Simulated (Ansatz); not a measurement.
# C2H5AlS: the cost of one run

Method: RKS PBE0-D4/def2-SVP, in Ansatz 0.2.0.

## 1. The system as given

Bond lengths: C1–Al2 1.929 Å, Al2–C3 1.927 Å, Al2–S4 2.308 Å, C3–S4 1.818 Å, C1–H5 1.153 Å, C1–H6 1.153 Å, C1–H7 1.128 Å, C3–H8 1.169 Å, C3–H9 1.098 Å. Angles (14 of 16 angles, heavy atoms first): C1–Al2–C3 141.7°, C1–Al2–S4 151.2°, C3–Al2–S4 49.8°, Al2–C3–S4 76.0°, Al2–S4–C3 54.1°, Al2–C1–H5 111.6°, Al2–C1–H6 112.1°, Al2–C1–H7 112.8°, Al2–C3–H8 113.1°, Al2–C3–H9 118.6°, S4–C3–H8 108.4°, S4–C3–H9 119.0°, H5–C1–H6 105.5°, H5–C1–H7 107.9°.

Coordinates:

```xyz
9

C    -0.3241    1.4983   -0.9009
Al    0.4566   -0.1493   -0.2695
C     0.2952   -1.4580    1.1362
S     0.6660   -2.4466   -0.3436
H    -0.9742    1.3274   -1.8374
H    -1.0280    1.9729   -0.1203
H     0.4490    2.2796   -1.1534
H     1.2262   -1.4885    1.8430
H    -0.6783   -1.5821    1.6289
```

## 2. Relaxing end A

File input.yaml:

```yaml
crystal:
  periodic: [false, false, false]
  atoms:
    - { symbol: C, position_ang: [-0.3241, 1.4983, -0.9009] }
    - { symbol: Al, position_ang: [0.4566, -0.1493, -0.2695] }
    - { symbol: C, position_ang: [0.2952, -1.458, 1.1362] }
    - { symbol: S, position_ang: [0.666, -2.4466, -0.3436] }
    - { symbol: H, position_ang: [-0.9742, 1.3274, -1.8374] }
    - { symbol: H, position_ang: [-1.028, 1.9729, -0.1203] }
    - { symbol: H, position_ang: [0.449, 2.2796, -1.1534] }
    - { symbol: H, position_ang: [1.2262, -1.4885, 1.843] }
    - { symbol: H, position_ang: [-0.6783, -1.5821, 1.6289] }
basis:
  gaussian: { orbitals: def2-SVP }
hamiltonian:
  xc: pbe0
  dispersion: d4
relax:
  f_tol: 0.02
  max_steps: 50
output:
  orbitals: {}
```

Run with:

```console
> ansatz run input.yaml --threads 2 --pin off --max-ram 3072MiB --backend cpu --events-out ev --progress --plain --runs-dir out
```

What time and memory should one allow on 2 threads of Intel Xeon Platinum 8488C (Sapphire Rapids), shared host?

About 24 s, with a peak of 0.2 GiB.
